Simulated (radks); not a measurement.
**Gd⁻ inside a hard spherical wall**

The task here is to estimate one member of a computed series from the others.

The numbers are computed with radks (a radial shooting solver on a logarithmic mesh, Libxc functionals) version 1 (scalar-relativistic Kohn-Sham, PBE, spin-polarised, spherical densities, finite nucleus; open shells are filled with parallel spins first), except any that are marked as measured or tabulated.

## What is computed

| Property | Result |
| --- | --- |
| element | gadolinium (Z = 64) |
| charge | -1 |
| electrons | 65 |
| configuration | [Xe] 4f7 5d2 6s2 |
| nuclear rms radius | 5.1569 fm |

Outer shells as boxes (Hund's rule):

Gd⁻
```
[Xe] core
4f [↑ ][↑ ][↑ ][↑ ][↑ ][↑ ][↑ ]
5d [↑ ][↑ ][  ][  ][  ]
6s [↑↓]
```

The first run:

The run's settings:

```text
Z 64
configuration [Xe] 4f7 5d2 6s2 6p0 7s0 5f0
relativity scalar-relativistic
functional pbe,pbe
spin polarised
nucleus finite rms 5.1569 fm
wall 20 bohr
c 137.035999084
```

Among the steps run: Wall at 20 bohr; Wall at 15 bohr; Wall at 8 bohr; Wall at 4 bohr; Wall at 3.5 bohr; Wall at 2 bohr; Wall at 1.5 bohr.

One table of the session follows, with a row left open; its other results are not shown here.

| R (bohr) | E − E(widest) (eV) | ε(6p, empty) (eV) | ε(5d) (eV) | ε(7s, empty) (eV) | ε(5f, empty) (eV) |
| --- | --- | --- | --- | --- | --- |
| 20 | 0.000 | 1.696 | 1.760 | 1.882 | 2.859 |
| 15 | 0.060 | 2.042 | 2.034 | 2.821 | 4.279 |
| 8 | ? | ? | ? | ? | ? |
| 4 | 37.750 | 29.339 | 16.351 | 70.914 | 38.002 |
| 3.5 | 66.767 | 44.080 | 22.471 | 103.15 | 49.475 |
| 2 | 735.72 | 247.90 | 107.69 | 493.93 | 171.84 |
| 1.5 | 2353.4 | 581.17 | 261.11 | 1079.8 | 344.06 |

Estimate the missing values for R (bohr) = 8.

Worked estimate for «E − E(widest) (eV)». A straight line through the neighbours (15, 0.060) and (4, 37.750) gives 0.060 + (37.750 − 0.060) × (8 − 15) / (4 − 15) = 24.045; a parabola fitted to 4 rows on both sides gives 22.338.

**Answer.** E − E(widest) (eV): 1.681; ε(6p, empty) (eV): 4.690; ε(5d) (eV): 4.072; ε(7s, empty) (eV): 10.671; ε(5f, empty) (eV): 10.873. In «E − E(widest) (eV)» the line misses by +22.364 and the parabola by +20.657. Between these rows the values bend or scatter more than so simple an estimate can follow.

What this shows: Eigenvalues are for spin up. From R = 20 bohr inwards the highest occupied level lies above zero, in an anion first from self-interaction, then from the wall. Shells are not refilled when levels cross, and a hard wall is a model, not a crystal.
